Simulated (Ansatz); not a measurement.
# BFH3NO: the cost of one run

Program: Ansatz 0.2.0. Level of theory: RKS PBE-D4/def2-SVP. These are calculated values, not measurements.

## (1) The starting structure

Bond lengths: N1–B2 1.467 Å, B2–O3 1.429 Å, B2–F4 1.400 Å, N1–H5 1.089 Å, N1–H6 1.086 Å, O3–H7 1.026 Å. Angles: N1–B2–O3 118.6°, N1–B2–F4 123.3°, O3–B2–F4 118.1°, B2–N1–H5 108.2°, B2–N1–H6 109.1°, H5–N1–H6 101.8°, B2–O3–H7 107.2°.

As a file:

```xyz
7

N    -0.4187    0.9556    0.1919
B    -0.0101   -0.4426    0.0203
O     1.1424   -0.9089    0.7240
F    -0.6677   -1.3356   -0.8345
H    -0.4873    1.4139   -0.7935
H    -1.4528    0.9853    0.5236
H     1.9554   -0.7357    0.1225
```

## (2) Relaxing end A

input.yaml

```yaml
crystal:
  periodic: [false, false, false]
  atoms:
    - { symbol: "N", position_ang: [-0.4187, 0.9556, 0.1919] }
    - { symbol: B, position_ang: [-0.0101, -0.4426, 0.0203] }
    - { symbol: O, position_ang: [1.1424, -0.9089, 0.724] }
    - { symbol: F, position_ang: [-0.6677, -1.3356, -0.8345] }
    - { symbol: H, position_ang: [-0.4873, 1.4139, -0.7935] }
    - { symbol: H, position_ang: [-1.4528, 0.9853, 0.5236] }
    - { symbol: H, position_ang: [1.9554, -0.7357, 0.1225] }
basis:
  gaussian: { orbitals: def2-SVP }
hamiltonian:
  xc: pbe
  dispersion: d4
relax:
  f_tol: 0.015
  max_steps: 40
output:
  orbitals: {}
```

Launch:

```
> ansatz run input.yaml --threads 1 --pin off --max-ram 2048MiB --backend cpu --events-out ev --progress --plain --runs-dir out
```

**Question.** How long does this run take on 1 thread of Intel Xeon Platinum 8488C (Sapphire Rapids), shared host, and how much memory does it need?

About 29 s, with a peak of 0.17 GiB.
